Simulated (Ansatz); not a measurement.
# C2H2OSe, SMILES [SeH]C1=CO1: a rigid scan of one bond length

With the Python package of Ansatz (0.2.0).

Notebook, run cell by cell (the value of a cell's last expression is shown):

In [1]:
```python
import ansatz as az
import matplotlib.pyplot as plt
import numpy as np
```

In [2]:
```python
geometry_ang = [
    ("Se", [-0.6938, 0.3686, -1.7886]),
    ("C", [-0.0312, -0.3336, -0.1882]),
    ("C", [0.8212, -0.2679, 0.8261]),
    ("O", [0.0398, -1.3034, 0.7673]),
    ("H", [-1.7594, 1.221, -1.0068]),
    ("H", [1.6656, 0.2512, 1.344]),
]
c2h2ose = az.Crystal.molecule()
for symbol, xyz in geometry_ang:
    c2h2ose = c2h2ose.atom(symbol, xyz)
```

In [3]:
```python
symbols = [site.symbol for site in c2h2ose.cartesian_sites]
start = np.array([site.position_ang for site in c2h2ose.cartesian_sites])
axis = (start[4] - start[0]) / np.linalg.norm(start[4] - start[0])
moving = [4]
lengths, energies = [1.34, 1.45, 1.57, 1.73, 1.97, 2.36, 2.83, 3.46], []
for length in lengths:
    xyz = start.copy()
    xyz[moving] += (length - np.linalg.norm(start[4] - start[0])) * axis
    point = az.Crystal.molecule()
    for symbol, place in zip(symbols, xyz):
        point = point.atom(symbol, place.tolist())
    model = point.calculation()
    model = model.basis(gaussian="def2-SVP").functional("r2scan0")
    summary = model.run(threads=1).report
    energies.append(summary["free_energy_ev"])
    print(f"r = {length:6.3f} A  E = {energies[-1]:.5f} eV  <S^2> = {abs(summary['mean_field']['state']['spin_squared']):.3f}")
```
```text
r =  1.340 A  E = -69482.50063 eV  <S^2> = 0.000
r =  1.450 A  E = -69482.73300 eV  <S^2> = 0.000
r =  1.570 A  E = -69482.66038 eV  <S^2> = 0.000
r =  1.730 A  E = -69482.30226 eV  <S^2> = 0.000
r =  1.970 A  E = -69481.60906 eV  <S^2> = 0.000
r =  2.360 A  E = -69480.63241 eV  <S^2> = 0.000
r =  2.830 A  E = -69479.84333 eV  <S^2> = 0.000
r =  3.460 A  E = -69479.24438 eV  <S^2> = 0.000
```

In [4]:
```python
print("energy above the lowest point (eV):", [round(e - min(energies), 3) for e in energies])
plt.figure(figsize=(4.5, 3))
plt.plot(lengths, np.array(energies) - min(energies), "o-")
plt.xlabel("bond length (A)")
plt.ylabel("E - E(min) (eV)")
plt.tight_layout()
plt.savefig("scan.png", dpi=100)
```
```text
energy above the lowest point (eV): [0.232, 0.0, 0.073, 0.431, 1.124, 2.101, 2.89, 3.489]
```

Total energies depend on the basis set; only differences at equal settings carry meaning. The rest of the molecule is held rigid at a force-field or estimated start geometry, and the basis set is modest; single-reference methods fail as a bond breaks. The orbitals are restricted, so S² is zero by construction. Toward dissociation an unrestricted state can lie under the restricted one, by tenths of an eV for polar bonds under a functional and by 1 to 2 eV or more for others. Wall time of the script: 40 s on 1 thread of Arm Neoverse V1, on a shared host, peak memory 0.28 GiB.
